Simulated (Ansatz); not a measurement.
**C2H7GeN: ladder of methods at one geometry, by script**

How do the methods compare on C2H7GeN, in result and in cost? Wanted for C2H7GeN: a ladder of methods at one geometry.

Program: Ansatz 0.2.0 through its Python package. The levels of theory stand in the script. These are calculated values, not measurements.

### 1 The structure

Bond lengths: C1–N2 1.403 Å, N2–C3 1.420 Å, N2–Ge4 1.945 Å, C3–Ge4 1.946 Å, C1–H5 1.133 Å, C1–H6 1.146 Å, C1–H7 1.147 Å, C3–H8 1.043 Å, C3–H9 1.170 Å, Ge4–H10 1.475 Å, Ge4–H11 1.592 Å. Angles (14 of 21 angles, heavy atoms first): C1–N2–C3 110.1°, C1–N2–Ge4 110.6°, C3–N2–Ge4 68.6°, N2–C3–Ge4 68.6°, N2–Ge4–C3 42.8°, N2–C1–H5 117.7°, N2–C1–H6 112.0°, N2–C1–H7 110.0°, N2–C3–H8 118.3°, N2–C3–H9 109.8°, Ge4–C3–H8 119.1°, Ge4–C3–H9 111.8°, N2–Ge4–H10 110.8°, N2–Ge4–H11 106.4°.

The script holds or builds the structure itself.

### 2 The script

Contents of run_methods.py:

```python
from pathlib import Path

import ansatz
import numpy as np


def main() -> None:
    geometry_ang = [
        ("C", (-0.8049, 1.055, 0.0418)),
        ("N", (0.4367, 0.5139, 0.4078)),
        ("C", (0.2646, -0.798, 0.9219)),
        ("Ge", (1.0026, -0.8314, -0.8785)),
        ("H", (-1.5544, 0.3654, -0.4548)),
        ("H", (-1.3387, 1.5444, 0.9306)),
        ("H", (-0.6528, 1.9278, -0.687)),
        ("H", (-0.7062, -1.1446, 1.0778)),
        ("H", (1.0813, -1.0175, 1.7309)),
        ("H", (2.464, -0.7881, -1.0711)),
        ("H", (-0.1268, -0.8841, -1.9987)),
    ]
    system = ansatz.Crystal.molecule()
    for symbol, xyz in geometry_ang:
        system = system.atom(symbol, xyz)

    model = system.calculation().basis(gaussian="def2-SVP")

    print("functional    E (Ha)        dipole (D)   HOMO (eV)  LUMO (eV)")
    for name in ["hf", "r2scan0", "lda", "blyp", "lc_wpbe"]:
        summary = model.functional(name).forces().orbitals().run(threads=1, pin="off", runs_dir="runs").report
        lines = Path(summary["orbitals_path"]).read_text().splitlines()
        field_of = lambda key: [line.split("=")[1].strip() for line in lines if line.startswith(key)]
        orbitals = [(27.211386 * float(e), s, float(n)) for e, s, n in zip(field_of("Ene="), field_of("Spin="), field_of("Occup="))]
        homo = max(e for e, _, n in orbitals if n > 0.5)
        lumo = min(e for e, _, n in orbitals if n < 0.5)
        dipole = 4.803205 * np.linalg.norm(summary["charge_distribution"]["dipole_moment_e_ang"])
        print(f"{name:10s} {summary['free_energy_ev'] / 27.211386246:14.6f} {dipole:9.3f} {homo:11.3f} {lumo:10.3f}")


if __name__ == "__main__":
    main()
```

### 3 The input behind the calls

The engine receives this input (first run):

```yaml
crystal:
  periodic: [false, false, false]
  atoms:
    - { symbol: C, position_ang: [-0.8049, 1.055, 0.0418] }
    - { symbol: "N", position_ang: [0.4367, 0.5139, 0.4078] }
    - { symbol: C, position_ang: [0.2646, -0.798, 0.9219] }
    - { symbol: Ge, position_ang: [1.0026, -0.8314, -0.8785] }
    - { symbol: H, position_ang: [-1.5544, 0.3654, -0.4548] }
    - { symbol: H, position_ang: [-1.3387, 1.5444, 0.9306] }
    - { symbol: H, position_ang: [-0.6528, 1.9278, -0.687] }
    - { symbol: H, position_ang: [-0.7062, -1.1446, 1.0778] }
    - { symbol: H, position_ang: [1.0813, -1.0175, 1.7309] }
    - { symbol: H, position_ang: [2.464, -0.7881, -1.0711] }
    - { symbol: H, position_ang: [-0.1268, -0.8841, -1.9987] }
basis:
  gaussian:
    orbitals: def2-SVP
hamiltonian:
  xc: hf
output:
  orbitals: {}
  forces: true
```

### 4 The run

Run with:

```bash
python run_methods.py
```

Standard output:

```text
functional    E (Ha)        dipole (D)   HOMO (eV)  LUMO (eV)
hf           -2209.155472     1.974      -8.193      2.840
r2scan0      -2211.605631     1.477      -5.956     -0.253
lda          -2207.362991     1.198      -4.803     -1.321
blyp         -2211.708139     1.218      -4.538     -1.068
lc_wpbe      -2211.372421     1.683      -8.264      1.822
```

Wall time 23 s (1 thread of Intel Xeon Platinum 8259CL at 2.50GHz (Skylake/Cascade Lake), shared host); peak memory 0.33 GiB.

### 5 What changed from run to run

The engine's inputs for some of the other runs:

Run 2, against run 1:

```diff
@@ -19 +19 @@
-  xc: hf
+  xc: r2scan0
```

Run 4, against run 1:

```diff
@@ -19 +19 @@
-  xc: hf
+  xc: blyp
```

Run 5, against run 1:

```diff
@@ -19 +19 @@
-  xc: hf
+  xc: lc_wpbe
```

### 6 What each run gave

The 5 runs, in the order started:

```csv
run,functional,energy (eV),SCF cycles,CPU time (s)
1,hf,-60114.1828,11,3.5
2,r2scan0,-60180.8551,17,8.3
3,lda,-60065.4069,20,2.3
4,blyp,-60183.6444,20,3.7
5,lc_wpbe,-60174.5091,20,4.9
```

Totals under unlike functionals or potentials can't be compared directly.

The fields below are those of run 1.

### 7 Orbitals and fields

Orbitals, density, ELF and potential are computed afterwards from the orbital file.

Frontier orbitals at Hartree-Fock/def2-SVP, with the share of their density that lies nearest to each atom:

| orbital | energy (eV) | lies on |
| --- | --- | --- |
| HOMO | -8.19 | N2 35 %; Ge4 25 %; C3 14 % |
| LUMO | 2.84 | Ge4 32 %; H10, H11 about 19 % each; C3 10 % |

ELF in a plane through or near 3 of the atoms.

Ten even steps from ' ' (0.00) to '@' (1.00):
```
                                                        
                                                        
                                                        
                ==##%%##++..                            
              ::%%@@@@@@%%--..                          
              ::@@@@@@@@@@==..          ....            
              ..##@@@@@@%%==--..    --##%%##::          
                ::**%%**==**++..  ..%%@@@@@@##..        
            ..::--==++==**%%##++==**@@@@@@@@@@--        
          ..------::::--++****%%**::@@@@@@@@##..        
      ..::**##**::::--..==##**##==**--**++==..          
      ::++@@@@%%::==**::::++==--====##++::              
      ::**@@@@%%==::::..::::  ..--%%@@%%++::            
      ..==%%%%%%++--::--==::    ::##%%%%**::            
          ::----::::--====..      --**++--              
                    ..::::..        ....                
                      ....                              
                                                        
                                                        
                                                        
```
The map spans 10.2 Å across and 9.0 Å up, centred on the molecule. Atoms in the plane (x, y in Å): C1 (1.3, -0.2), H6 (2.1, 0.6), H9 (-1.2, 1.9).

log10 of the density (e/Å³) in the same plane.

Ten even steps from ' ' (-4.0) to '@' (1.6):
```
                                                        
                                                        
                ....::::::....                          
            ..::----====----::::..                      
            ::--====++++++==----::........              
          ..::--++++******++====--::::::::::..          
          ..----++**######**++====--======--::..        
      ....::--==++++**######**++++++++++++==--::..      
      ..::--====++++**########******####**++==::..      
    ..::--====++++******################**++==::..      
  ....::--==++****##%%##**########@@##**++++--::..      
  ..::--==++****##@@@@##**********####**++==--::..      
  ....----++++****####****++++++++******====::..        
    ..::--==++++++++++++++========++++++==--::..        
    ....::--========++======------====----::..          
      ....::::------====------::::::::::::..            
          ....::::::----::::::..........                
                ..............                          
                                                        
                                                        
```
The map spans 10.2 Å across and 9.0 Å up, centred on the molecule. Atoms in the plane (x, y in Å): C1 (1.3, -0.2), H6 (2.1, 0.6), H9 (-1.2, 1.9).

On the surface of density 0.002 e/bohr³ the electrostatic potential runs, from the 1st to the 99th percentile, from -2.03 V near N2 to 1.70 V near Ge4.

### 8 What came out

| quantity | value |
| --- | --- |
| runs compared | 5 |
| HOMO-LUMO gap of the mean field (Hartree-Fock/def2-SVP) | 11.03 eV |

What this shows: All 5 runs converged (11 to 20 cycles). The geometry is a force-field or estimated start, not a minimum of this method, and the basis set is short of its limit. A lower total doesn't mark the better method: functionals have no common bound, and MP2 and coupled cluster aren't variational. Levels such as HOMO and LUMO are orbital energies: with these approximate functionals they aren't the ionisation energy and electron affinity, and their gap isn't the fundamental gap.
